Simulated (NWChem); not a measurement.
# triplet CBr2F2: levels of theory compared

We compute a comparison of 3 runs (UBHLYP/cc-pVDZ, UCAM-B3LYP/cc-pVDZ, UM06-2X/cc-pVDZ) of triplet CBr2F2. 

The calculation is run with NWChem 7.3.0.

## 1. The system as given

CBr2F2: 5 atoms, total charge 0, spin state triplet. As SMILES of the parent species, `FC(F)(Br)Br`. The shape is that of a PBE0-D4/def2-TZVP optimisation. That shape belongs to the parent species and isn't relaxed for this state.

Bond lengths: F1–C2 1.324 Å, C2–F3 1.324 Å, C2–Br4 1.933 Å, C2–Br5 1.933 Å. Angles: F1–C2–F3 108.1°, F1–C2–Br4 109.2°, F1–C2–Br5 109.2°, F3–C2–Br4 109.2°, F3–C2–Br5 109.2°, Br4–C2–Br5 111.7°.

## 2. The energy at UBHLYP/cc-pVDZ (run 1)

Input file cbr2f2.nw:

```
start cbr2f2
title "CBr2F2"
memory stack 880 mb heap 220 mb global 1100 mb
charge 0
geometry units angstrom noautosym nocenter noautoz
F       -0.970400      -0.113400       0.986300
C        0.004800      -0.087600       0.090900
F        0.914800      -0.981400       0.446600
Br      -0.709300      -0.561200      -1.642100
Br       0.810000       1.669900       0.077000
end
basis spherical bse
* library cc-pVDZ
end
dft
xc bhlyp
mult 3
grid fine
convergence energy 1e-08
maxiter 100
mulliken
end
task dft energy
```

The run is started by

```sh
$ nwchem cbr2f2.nw > cbr2f2.out
```

The log of the run:

```text
[...]
          Wavefunction type:  spin polarized.
          No. of atoms     :     5
          No. of electrons :    94
[...]
          Charge           :     0
          Spin multiplicity:     3
[...]
          AO basis - number of functions:    96
[...]
              XC Information
              --------------
                        BHLYP Method XC Functional
                     Hartree-Fock (Exact) Exchange  0.500
                        Slater Exchange Functional  0.500 local
                    Becke 1988 Exchange Functional  0.500 non-local
              Lee-Yang-Parr Correlation Functional  1.000
[...]
 d= 0,ls=0.0,diis     1  -5385.6001076000 -6.02D+03  1.73D-02  3.01D-01    17.8
[...]
 d= 0,ls=0.0,diis    11  -5385.7325936501 -3.76D-09  5.36D-07  3.19D-10   135.5
[...]
         Total DFT energy =    -5385.732593650138
      One electron energy =    -8748.157200400019
           Coulomb energy =     2941.825166840928
    Exchange-Corr. energy =     -208.960803115186
 Nuclear repulsion energy =      629.560243024140
[...]
      Total Density - Mulliken Population Analysis
     ---------------------------------------------
    Atom       Charge   Shell Charges
 -----------   ------   -------------------------------------------------------
    1 F    9     9.18   2.00  0.90  0.99  3.34  1.93  0.01
    2 C    6     5.74   2.01  0.79  0.40  1.77  0.53  0.25
    3 F    9     9.18   2.00  0.90  0.99  3.34  1.93  0.01
    4 Br  35    34.95   2.00  2.00  2.02  1.09  0.85  6.00  6.01  2.62  2.31  9.96  0.11
    5 Br  35    34.95   2.00  2.00  2.02  1.09  0.85  6.00  6.01  2.62  2.31  9.96  0.11
[...]
      <S2> =      2.0104 (Exact =     2.0000)
[...]
```

Run time: 2.3 min. Hardware: 1 thread of Intel Xeon 6975P-C (Granite Rapids), shared host; peak memory 0.12 GiB.

## 3. The energy at UCAM-B3LYP/cc-pVDZ (run 2)

Input file run.py:

```python
from ase import Atoms
from ase.calculators.nwchem import NWChem

mol = Atoms('FCFBrBr', positions=[
    [-0.970400, -0.113400, 0.986300],
    [0.004800, -0.087600, 0.090900],
    [0.914800, -0.981400, 0.446600],
    [-0.709300, -0.561200, -1.642100],
    [0.810000, 1.669900, 0.077000],
])

calc = NWChem(
    label='cbr2f2',
    theory='dft',
    memory='2200 mb',
    basis='cc-pVDZ',
    basispar='spherical bse',
    dft={'xc': 'xcamb88 1.00 lyp 0.81 vwn_5 0.19 hfexch 1.00', 'cam': '0.33 cam_alpha 0.19 cam_beta 0.46', 'mult': '3', 'grid': 'fine', 'convergence': 'energy 1e-08', 'direct': None, 'iterations': '100', 'mulliken': None},
    task='energy',
)
mol.calc = calc

print("Total energy (eV):", round(mol.get_potential_energy(), 6))
```

The run is started by

```sh
$ export ASE_NWCHEM_COMMAND="nwchem PREFIX.nwi > PREFIX.nwo"
$ python run.py
```

The log of the run:

```text
Total energy (eV): -146561.460145
```

The calculator wrote cbr2f2.nwi:

```
title "cbr2f2"

permanent_dir cbr2f2

scratch_dir cbr2f2

start cbr2f2

geometry units angstrom nocenter noautosym noautoz
  F  -9.7040000000000004e-01 -1.1340000000000000e-01 9.8629999999999995e-01
  C  4.7999999999999996e-03 -8.7599999999999997e-02 9.0899999999999995e-02
  F  9.1479999999999995e-01 -9.8140000000000005e-01 4.4660000000000000e-01
  Br -7.0930000000000004e-01 -5.6120000000000003e-01 -1.6420999999999999e+00
  Br 8.1000000000000005e-01 1.6698999999999999e+00 7.6999999999999999e-02
end

memory 2200 mb

basis spherical bse noprint
   * library cc-pVDZ
end

dft
  xc xcamb88 1.00 lyp 0.81 vwn_5 0.19 hfexch 1.00
  cam 0.33 cam_alpha 0.19 cam_beta 0.46
  mult 3
  grid fine
  convergence energy 1e-08
  direct
  iterations 100
  mulliken
end

task dft energy
```

cbr2f2.nwo:

```text
Northwest Computational Chemistry Package (NWChem) 7.3.0
             --------------------------------------------------------

           Job information
           ---------------

    nwchem branch   = 7.3.0
    use scalapack   = T
    input           = cbr2f2.nwi
    prefix          = cbr2f2.
    data base       = cbr2f2/cbr2f2.db
    status          = startup
    nproc           =        1

           Memory information
           ------------------

[... 5 lines left out ...]
    hardfail = no
[... 38 lines left out ...]
            Nuclear Dipole moment (a.u.)
[... 79 lines left out ...]
          Convergence on density requested:  1.00D-05
[... 32 lines left out ...]
          Convergence aids based upon iterative change in
[... 29 lines left out ...]
 2-e energy   =    2737.321653
[... 54 lines left out ...]
           Coulomb energy =     2941.202786753347
[... 697 lines left out ...]
                     DFT Final Beta Molecular Orbital Analysis
[... 786 lines left out ...]
     Multipole analysis of the density
     ---------------------------------

     L   x y z        total         alpha         beta         nuclear
     -   - - -        -----         -----         ----         -------
     0   0 0 0     -0.000000    -48.000000    -46.000000     94.000000

     1   1 0 0      0.004551     -2.968306     -2.796288      5.769144
[... 8 lines of this table left out ...]
     2   0 0 2    -37.803718   -212.835935   -200.588324    375.620541

 Task  times  cpu:      173.2s     wall:      173.2s
 Total times  cpu:      173.2s     wall:      173.2s
```

Wall time 2.9 min (1 thread of Intel Xeon 6975P-C (Granite Rapids), shared host); peak memory 0.15 GiB.

## 4. A single-point energy at UM06-2X/cc-pVDZ (run 3)

Input file struct.nw:

```
start struct
title "CBr2F2 energy"
memory stack 880 mb heap 220 mb global 1100 mb

geometry noautosym nocenter noautoz
  F    -0.970400   -0.113400    0.986300
  C     0.004800   -0.087600    0.090900
  F     0.914800   -0.981400    0.446600
  Br   -0.709300   -0.561200   -1.642100
  Br    0.810000    1.669900    0.077000
end

basis spherical bse
  * library cc-pVDZ
end

dft
  xc m06-2x
  mult 3
  grid fine
  convergence energy 1e-08
  iterations 100
  mulliken
  print medium
end

task dft
```

The run is started by

```sh
$ nwchem struct.nw > struct.out
```

The log of the run:

```text
[...]
          Wavefunction type:  spin polarized.
          No. of atoms     :     5
          No. of electrons :    94
[...]
          Charge           :     0
          Spin multiplicity:     3
[...]
          AO basis - number of functions:    96
[...]
              XC Information
              --------------
                       M06-2X Method XC Functional
                     Hartree-Fock (Exact) Exchange  0.540
                        M06-2X Exchange Functional  1.000
                      M06-2X Correlation Potential  1.000
[...]
 d= 0,ls=0.0,diis     1  -5385.7287370352 -6.02D+03  1.71D-02  3.16D-01    20.2
[...]
 d= 0,ls=0.0,diis    13  -5385.8615988647 -3.52D-09  1.11D-06  1.62D-10   166.6
[...]
         Total DFT energy =    -5385.861598864718
      One electron energy =    -8747.787956591275
           Coulomb energy =     2941.437509564086
    Exchange-Corr. energy =     -209.071394861670
 Nuclear repulsion energy =      629.560243024140
[...]
      Total Density - Mulliken Population Analysis
     ---------------------------------------------
    Atom       Charge   Shell Charges
 -----------   ------   -------------------------------------------------------
    1 F    9     9.15   2.00  0.90  0.99  3.33  1.92  0.01
    2 C    6     5.81   2.01  0.79  0.44  1.78  0.56  0.24
    3 F    9     9.15   2.00  0.90  0.99  3.33  1.92  0.01
    4 Br  35    34.94   2.00  2.00  2.02  1.05  0.88  6.00  6.00  2.58  2.33  9.97  0.10
    5 Br  35    34.94   2.00  2.00  2.02  1.05  0.88  6.00  6.00  2.58  2.33  9.97  0.10
[...]
      <S2> =      2.0058 (Exact =     2.0000)
[...]
```

Wall time 2.8 min (1 thread of Intel Xeon 6975P-C (Granite Rapids), shared host); peak memory 0.12 GiB.

## 5. The series

```
run               level   energy (Eh)  dipole moment (D)  HOMO energy (eV)   ⟨S²⟩  wall time
  1      UBHLYP/cc-pVDZ  -5385.732594               0.40             -4.78  2.010    2.3 min
  2  UCAM-B3LYP/cc-pVDZ  -5386.034361               0.28             -4.80  2.007    2.9 min
  3     UM06-2X/cc-pVDZ  -5385.861599               0.30             -4.65  2.006    2.8 min
```

## 6. Results

| quantity | value |
| --- | --- |
| run 3: total energy | -5385.86160 Eh |
| run 3: dipole moment | 0.30 D |
| run 3: HOMO energy (highest over α and β) | -4.65 eV |
| run 3: ⟨S²⟩ | 2.006 |

The dipole moment (its size) runs from 0.28 D (UCAM-B3LYP/cc-pVDZ) to 0.40 D (UBHLYP/cc-pVDZ). Totals of different functionals can't be ranked against each other. All runs together took 8 min, the longest 2.9 min.
